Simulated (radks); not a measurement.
**Valence configurations of C**

One table from this session's results is given with a row withheld; the runs are named, their logs left out.

Method: scalar-relativistic Kohn-Sham, PBE, spin-polarised, spherical densities, finite nucleus; open shells are filled with parallel spins first. Code: radks (a radial shooting solver on a logarithmic mesh, Libxc functionals) version 1.

**What is computed**

* element: carbon (Z = 6)
* charge: 0
* electrons: 6
* configuration: [He] 2s2 2p2
* nuclear rms radius: 2.4702 fm
* others tried: 2s1 2p3; 2s0.5 2p3.5; 2p4; 2s1.5 2p2.5

Outer shells as boxes (Hund's rule):

C
```
[He] core
2s [↑↓]
2p [↑ ][↑ ][  ]
```

The first run:

Input:

```text
Z 6
configuration [He] 2s2 2p2
relativity scalar-relativistic
functional pbe,pbe
spin polarised
nucleus finite rms 2.4702 fm
c 137.035999084
```

Steps of the session up to this table: [He] 2s2 2p2.

One table of the session follows, with a row left open; its other results are not shown here.

It belongs to the step «[He] 2s2 2p2». Radial moments (bohr):

```
  level     <r>  outermost maximum (interpolated)  90 % within
  1s up       ?                                 ?            ?
1s down  0.2704                             0.174        0.485
  2s up   1.555                              1.21         2.48
2s down   1.607                              1.22         2.59
  2p up   1.746                              1.19         3.01
2p down   1.928                              1.23         3.42
```

**Question.** Estimate the row for 1s up.

**Answer.** <r>: 0.2710; outermost maximum (interpolated): 0.174; 90 % within: 0.487. In the column «<r>» it lies between 1s down (0.2704) and 2s up (1.555).
